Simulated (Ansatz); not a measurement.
I need a frozen displacement of one atom of BaRh₂, space group Fd-3m. Use Ansatz 0.2.0 through its Python package. Level of theory (first run): LDA, PAW, cutoff 550 eV, 5×5×5 k-points, cold smearing of 0.1 eV.

```xyz
6
Lattice="0.0000 3.9574 3.9574 3.9574 0.0000 3.9574 3.9574 3.9574 0.0000" Properties=species:S:1:pos:R:3 pbc="T T T"
Ba    3.9574    3.9574    3.9574
Ba    5.9361    5.9361    5.9361
Rh    2.9681    2.9681    0.9894
Rh    2.9681    0.9894    2.9681
Rh    0.9894    0.9894    0.9894
Rh    0.9894    2.9681    2.9681
```

Script `run_push.py`:
```python
"""Energy and force of BaRh2 as one atom is pushed off its site."""

import warnings

import ansatz as az
import numpy as np


def main() -> None:
    warnings.simplefilter("ignore", az.DeckWarning)

    lattice = az.Lattice.of(
        (0.0, 3.957405, 3.957405),
        (3.957405, 0.0, 3.957405),
        (3.957405, 3.957405, 0.0),
    )
    sites = [
        ("Ba", (0.5, 0.5, 0.5)),
        ("Ba", (0.75, 0.75, 0.75)),
        ("Rh", (0.125, 0.125, 0.625)),
        ("Rh", (0.125, 0.625, 0.125)),
        ("Rh", (0.125, 0.125, 0.125)),
        ("Rh", (0.625, 0.125, 0.125)),
    ]
    cell = az.Crystal(lattice=lattice)
    for symbol, position in sites:
        cell = cell.atom(symbol, position)

    inverse = np.linalg.inv(np.array(cell.lattice.vectors))
    home = np.array(cell.sites[5].position)
    values = np.linspace(-0.02, 0.02, 5)
    energies, pulls = [], []
    for shift in values:
        moved = cell.move(5, to=home + shift * inverse[1])
        calc = (
            moved.calculation()
            .functional("lda")
            .basis(550)
            .kpoints(5, 5, 5)
            .occupations("cold")
            .forces()
        )
        rep = calc.run(threads=1).report
        energies.append(rep["free_energy_ev"])
        pulls.append(rep["forces_ev_ang"][5][1])

    # the force is minus the slope of the free energy
    print("shift (A)   dE (eV)   force along y (eV/A)")
    for shift, e, f in zip(values, energies, pulls):
        print(f"{shift:8.3f} {e - energies[2]:10.5f} {f:12.4f}")
    print(f"stiffness from energies {2 * np.polyfit(values, energies, 2)[0]:.3f}, from forces {-np.polyfit(values, pulls, 1)[0]:.3f} eV/A^2")


if __name__ == "__main__":
    main()
```

```console
$ python run_push.py
shift (A)   dE (eV)   force along y (eV/A)
  -0.020    0.00045       0.0453
  -0.010    0.00011       0.0227
   0.000    0.00000      -0.0000
   0.010    0.00011      -0.0227
   0.020    0.00045      -0.0453
stiffness from energies 2.265, from forces 2.265 eV/A^2
```

The curvature of the energy gives 2.265 eV/Å² and the slope of the force 2.265 eV/Å², a positive curvature.

The run is spin-unpolarised. The mesh is modest for a metal, so energies can be off by several to tens of meV an atom and pressures by half a GPa or more; differences at equal mesh fare better. In a metal a curvature from energy changes of a few meV or less hangs on mesh and smearing, in size and even in sign. This cell is a computed structure, which may not be the phase found in nature. All periodic images of the atom move with it, so the curvature is one diagonal element of the zone-centre force constants and no normal mode; a positive value doesn't exclude soft modes in which several atoms move. Timing: 120 s on 1 thread of Arm Neoverse V1 (shared host), peak memory 0.6 GiB.
